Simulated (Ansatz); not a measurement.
# H10OSi4: the cost of one run

Method: DFT PBE, Gaussian basis def2-tzvp, in Ansatz 0.2.0.

### 1 The structure to begin with

Bond lengths: Si1–H2 1.506 Å, Si1–O3 1.666 Å, O3–Si4 1.655 Å, Si4–H5 1.496 Å, Si4–H6 1.492 Å, Si4–H7 1.497 Å, Si1–Si8 2.355 Å, Si8–H9 1.497 Å, Si8–H10 1.497 Å, Si8–H11 1.498 Å, Si1–Si12 2.360 Å, Si12–H13 1.498 Å, Si12–H14 1.497 Å, Si12–H15 1.498 Å. Angles (14 of 25 angles, heavy atoms first): O3–Si1–Si8 108.5°, O3–Si1–Si12 111.3°, Si8–Si1–Si12 111.4°, Si1–O3–Si4 142.1°, H2–Si1–O3 109.4°, H2–Si1–Si8 108.6°, H2–Si1–Si12 107.6°, O3–Si4–H5 110.3°, O3–Si4–H6 107.7°, O3–Si4–H7 110.4°, Si1–Si8–H9 111.2°, Si1–Si8–H10 110.8°, Si1–Si8–H11 108.8°, Si1–Si12–H13 108.9°.

Coordinates:

```xyz
15

Si   -0.0223    0.0748   -0.0785
H     0.7422    1.0438    0.7838
O     1.0469   -0.7980   -1.0118
Si    1.1088   -1.9921   -2.1562
H     0.6012   -1.4811   -3.4678
H     2.5337   -2.4103   -2.2990
H     0.2755   -3.1614   -1.7345
Si   -1.4354    1.2990   -1.5102
H    -0.6481    2.2152   -2.3947
H    -2.2456    0.3800   -2.3700
H    -2.3712    2.1209   -0.6776
Si   -1.2590   -1.3344    1.3551
H    -2.1696   -0.4920    2.1953
H    -2.0917   -2.3011    0.5722
H    -0.3574   -2.1128    2.2639
```

### 2 Relaxing the atoms: H10OSi4

File input.yaml:

```yaml
relax:
  f_tol: 0.001
  max_steps: 200
crystal:
  periodic: [false, false, false]
  atoms:
    - { symbol: Si, position_ang: [-0.02233, 0.07482, -0.07846] }
    - { symbol: H, position_ang: [0.74225, 1.04376, 0.78383] }
    - { symbol: O, position_ang: [1.04689, -0.79803, -1.01185] }
    - { symbol: Si, position_ang: [1.10881, -1.9921, -2.15619] }
    - { symbol: H, position_ang: [0.60117, -1.4811, -3.46777] }
    - { symbol: H, position_ang: [2.53366, -2.41032, -2.29898] }
    - { symbol: H, position_ang: [0.27551, -3.16145, -1.73446] }
    - { symbol: Si, position_ang: [-1.43544, 1.29902, -1.51023] }
    - { symbol: H, position_ang: [-0.64812, 2.21523, -2.39473] }
    - { symbol: H, position_ang: [-2.24559, 0.38003, -2.36996] }
    - { symbol: H, position_ang: [-2.37122, 2.12089, -0.6776] }
    - { symbol: Si, position_ang: [-1.25897, -1.33442, 1.35513] }
    - { symbol: H, position_ang: [-2.16965, -0.49199, 2.19527] }
    - { symbol: H, position_ang: [-2.09174, -2.30108, 0.57218] }
    - { symbol: H, position_ang: [-0.35743, -2.11283, 2.26385] }
basis:
  gaussian: { orbitals: def2-tzvp }
hamiltonian:
  xc: pbe
```

Command:

```sh
$ ansatz run input.yaml --threads 8 --pin off --max-ram 8192MiB --backend cpu --events-out ev --progress --plain --runs-dir out
```

What time and memory should one allow on 8 threads of Intel Xeon Platinum 8259CL at 2.50GHz (Skylake/Cascade Lake), shared host?

About 60 s, with a peak of 0.41 GiB.
